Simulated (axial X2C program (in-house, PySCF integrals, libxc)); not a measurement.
# CuS⁻: properties at the nuclei

Wanted for CuS⁻: properties at the nuclei, at the two-component level.

Program: an in-house X2C program for linear molecules on PySCF integrals. Level of theory: two-component X2C with atomic mean-field terms, Cu dyall-acv3z, S dyall-av3z. These are calculated values, not measurements.

### 1 Input

task.json reads:

```json
{"zs": [29, 16], "q": -1, "bas": ["dyall-acv3z", "dyall-av3z"], "r0": 2.09, "levels": ["PBE0", "HF", "r2SCAN", "PBE", "PBE50"], "nst": 3}
```

Keys: zs atomic numbers; q charge; bas basis sets; r0 starting distance in Å; levels methods (HF also brings MP2); nst determinants followed.

Command:

```console
$ python soeom.py task.json out
```

After this run come: Expectation values, lowest determinant; Expectation values, a higher determinant; Expectation values, a higher determinant.

**Question.** What will these runs give? Wanted: lowest determinant; qzz Cu; qzz S; higher determinant; Eeff magnitude; Ws magnitude Cu; A∥/gI Cu (for each run or level that gives them).

**Answer**, as computed:

| quantity | value |
| --- | --- |
| lowest determinant | Ω = 0 (closed shell) |
| qzz Cu (a.u.), PBE0 | 1.08 |
| qzz S (a.u.), PBE0 | 1.76 |
| higher determinant | Ω = 2 (excess of +ω over −ω: ω = 1/2, ω = 3/2) |
| Eeff magnitude (GV/cm), PBE0, higher determinant | 0.951 |
| Ws magnitude Cu (kHz), PBE0, higher determinant | 0.209 |
| A∥/gI Cu (MHz), PBE0, higher determinant | 370 |
| qzz Cu (a.u.), PBE0, higher determinant | -0.34 |
| higher determinant | Ω = 1 (excess of +ω over −ω: ω = -1/2, ω = 3/2) |
| Eeff magnitude (GV/cm), PBE0, higher determinant | 1.03 |
| Ws magnitude Cu (kHz), PBE0, higher determinant | 0.408 |
| A∥/gI Cu (MHz), PBE0, higher determinant | -249 |
| qzz Cu (a.u.), PBE0, higher determinant | -0.39 |

The expectation values come from single determinants, which for open shells can mix terms of unlike spin or miss the lowest Ω, so a determinant need not be a state. Eeff is the effective electric field on the electron dipole moment in this Ω state and Ws the scalar–pseudoscalar constant (defined with the proton number Z and per Ω); A∥ is the parallel hyperfine constant, which follows by multiplying with the nuclear g factor gI = μI/(I μN); qzz is the electric field gradient, eQq0 = 234.96 MHz × Q/barn × qzz. The operators were transformed with the bare-nucleus X2C matrices.
